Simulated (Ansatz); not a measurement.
# Mg: the cost of one run

Method: DFT LDA, scalar-relativistic, in Ansatz 0.2.0.

**1. The starting structure**

It takes space group P6_3/mmc (No. 194, hexagonal). The conventional cell has a = 3.209 Å, b = 3.209 Å, c = 5.210 Å, α = 90.00°, β = 90.00°, γ = 120.00°. Mg (site symmetry -6m2) has 12 Mg at 3.20 to 3.21 Å as nearest neighbours.

Coordinates:

```
Mg
1.0
     3.20927    0.00000    0.00000
    -1.60464    2.77931    0.00000
     0.00000    0.00000    5.21033
Mg
2
Direct
  0.33333 0.66667 0.25000
  0.66667 0.33333 0.75000
```

Atoms are numbered in the order of the input: Mg1, Mg2.

**2. The deformed structure**

Space group P6_3/mmc before, P-1 after.

**3. LAPW, all electrons**

input.yaml reads:

```yaml
crystal:
  lattice:
    - [3.2092715325, -0.0160463577, -0.0160463577]
    - [-1.6185323196, 2.7873338536, -0.0058733745]
    - [-0.02605165, -0.02605165, 5.21033]
  atoms:
    - { symbol: Mg, position: [0.3333333333, 0.6666666667, 0.25] }
    - { symbol: Mg, position: [0.6666666667, 0.3333333333, 0.75] }
kpoints:
  mp_grid: { grid: [12, 12, 7] }
  band_path:
    path:
      - [0.0, 0.0, 0.0]
      - [0.0, 0.0, 0.5]
      - [-0.5, 0.5, 0.0]
      - [0.0, 0.0, 0.0]
      - [0.0, -0.5, 0.0]
      - [-0.5, 0.0, 0.5]
      - [0.0, 0.0, 0.0]
      - [-0.5, 0.0, 0.0]
      - [0.0, -0.5, 0.5]
    npoints: 5
scf:
  occupations: { method: fermi_dirac, width: 0.05 }
hamiltonian:
  xc: lda
  pseudopotentials: { kind: all_electron, lapw: { basis_error: 0.001 } }
output:
  forces: true
  stress: true
  eigenvalues: true
```

Launch:

```console
$ ansatz run input.yaml --threads 1 --pin off --max-ram 3072MiB --backend cpu --events-out ev --progress --plain --runs-dir out
```

Q: Estimate wall time and peak memory on 1 thread of Arm Neoverse V2, shared host.

About 21 s, with a peak of 0.48 GiB.
